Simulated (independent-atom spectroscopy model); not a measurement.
# La2O3: spectra and optical constants from atomic data

Ahead of a measurement on La2O3, estimate its photoelectron survey, its electron mean free paths, its core-loss edges and its attenuation of X-rays.

The numbers are computed with independent-atom spectroscopy model (version 2): independent atoms, textbook formulas over atomic cross sections; no chemical shifts or fine structure; level and line energies, yields and scattering factors come from tables.

## 1. What is given

| Item | Value |
| --- | --- |
| formula | La2O3 |
| density | 6.51 g/cm³ (nominal) |
| molar mass | 325.81 g/mol |
| atoms per volume | 60.2 per nm³ |

```csv
element,atoms (%),mass (%)
La,40.0,85.3
O,60.0,14.7
```

## 2. Core-level photoelectron peaks

Model: photoelectron survey: area = atoms x Dirac-Hartree-Slater cross section x dipole angular factor (unpolarised) x TPP-2M path with the stated gap; tabulated elemental binding energies, no chemical shifts, flat transmission; full shells over 14 eV, above 150 eV kinetic energy and 1 percent.

Input values:

```json
{
  "elements": ["La", "O"],
  "counts": [2, 3],
  "density": 6.51,
  "photon_energy": 1486.7,
  "source_analyser_angle": 90,
  "valence_electrons": 36,
  "tpp_gap_parameter": 5.5
}
```

Units: density in g/cm³, photon_energy in eV, source_analyser_angle in degrees, tpp_gap_parameter in eV.

## 3. Inelastic and elastic paths

Model: electron mean free paths: inelastic by TPP-2M with the stated gap parameter, elastic and transport from Dirac partial-wave cross sections of free atoms, attenuation length as the inelastic path times 1 - 0.738 albedo.

Input values:

```json
{
  "elements": ["La", "O"],
  "counts": [2, 3],
  "density": 6.51,
  "electron_energy": [100.0, 131.0, 200.0, 700.0, 1160.0, 1200.0, 1400.0, 5000.0],
  "valence_electrons": 36,
  "tpp_gap_parameter": 5.5
}
```

Units: density in g/cm³, electron_energy in eV, tpp_gap_parameter in eV.

## 4. EELS edges

Model: core-loss signal of a thin specimen = atoms x partial cross section (first Born, Dirac-Hartree-Slater continuum), each subshell from its own tabulated edge; single scattering, no white lines; K, p, d and f edges from 35 to 3200 eV, the lower partner alone where a pair is split widely.

Input values:

```json
{
  "elements": ["La", "O"],
  "counts": [2, 3],
  "density": 6.51,
  "beam_energy": 100,
  "collection_angle": 10,
  "window": 200
}
```

Units: density in g/cm³, beam_energy in keV, collection_angle in mrad, window in eV.

## 5. Mass attenuation

Model: mass attenuation by the mixture rule over the Elam, Ravel and Sieber tables (photoabsorption, coherent and incoherent scattering); narrow-beam half-value layer.

Input values:

```json
{
  "elements": ["La", "O"],
  "counts": [2, 3],
  "density": 6.51,
  "photon_energy": [5.67, 10, 15, 20, 52.8, 59.54, 100, 150, 300, 636.0]
}
```

Units: density in g/cm³, photon_energy in keV.

Before running it: what results should come out? Wanted: strongest photoelectron peak; free-electron plasmon energy; strongest loss edge.

As calculated:

| quantity | value |
| --- | --- |
| strongest photoelectron peak | La 3d5/2, 836.0 eV |
| inelastic path at 1160 eV | 2.11 nm |
| attenuation length there | 1.74 nm |
| free-electron plasmon energy | 24.4 eV |
| strongest loss edge | La N45, 102.5 eV |
| half-value layer at 5.670 and 636.0 keV | 0.00232 and 13.1 mm |

The strongest feature of the survey is La 3d5/2 at 836.0 eV. With 40 % of the atoms, La carries 92 % of the listed signal. The 2s peaks of N, O and F are left out. Three attenuation lengths at 1160 eV make 5.2 nm, the depth that gives 95 % of the signal at normal exit. Above that the inelastic path grows about as energy to the power 0.80. In the loss spectrum the strongest is La N45 at 102.5 eV; La gives 94 % of the summed signal with 40 % of the atoms. Giant resonances, which reshape such edges, are outside the model. Absorption leads at 150.0 keV and Compton scattering from 300.0 keV on. These are estimates from free-atom data; close to edges a real sample differs.
